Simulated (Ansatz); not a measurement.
# TaN: the cost of one run

Computed with Ansatz 0.2.0 (DFT PBEsol, frozen-core PAW, scalar-relativistic unless said, unless a step's input says otherwise).

### 1 The structure to begin with

The structure is hexagonal, space group P-6m2 (No. 187). The conventional cell has a = 2.938 Å, b = 2.938 Å, c = 2.883 Å, α = 90.00°, β = 90.00°, γ = 120.00°. Ta (site symmetry -6m2) is surrounded by 6 N at 2.23 Å. N (site symmetry -6m2) is surrounded by 6 Ta at 2.23 Å.

Structure file:

```xyz
2
Lattice="2.9380 0.0000 0.0000 -1.4690 2.5444 0.0000 0.0000 0.0000 2.8830" Properties=species:S:1:pos:R:3 pbc="T T T"
Ta    0.0000    0.0000    1.4415
N     1.4690    0.8481    0.0000
```

Cartesian axes are those of the input's lattice vectors. The structure goes back to a database entry.

### 2 Cell and atoms relaxed, PAW

input.yaml

```yaml
crystal:
  lattice:
    - [2.93799999999, 0.0, 0.0]
    - [-1.469, 2.54438263631, 0.0]
    - [0.0, 0.0, 2.883]
  atoms:
    - { symbol: Ta, position: [0.0, 0.0, 0.5] }
    - { symbol: "N", position: [0.666666666667, 0.333333333333, 0.0] }
kpoints:
  mp_grid: { grid: [18, 18, 16] }
scf:
  occupations: { method: fermi_dirac, width: 0.05 }
hamiltonian:
  xc: pbesol
  pseudopotentials: { kind: paw }
relax:
  f_tol: 0.002
  max_steps: 80
  cell: {}
output:
  forces: true
  stress: true
  write_density: true
  write_potential: true
  elf: true
  volumetric_format: npy
```

On the command line:

```sh
ansatz run input.yaml --threads 1 --pin off --max-ram 3072MiB --backend cpu --events-out ev --progress --plain --runs-dir out
```

What time and memory should one allow on 1 thread of Arm Neoverse V1, shared host?

About 70 s, with a peak of 0.42 GiB.
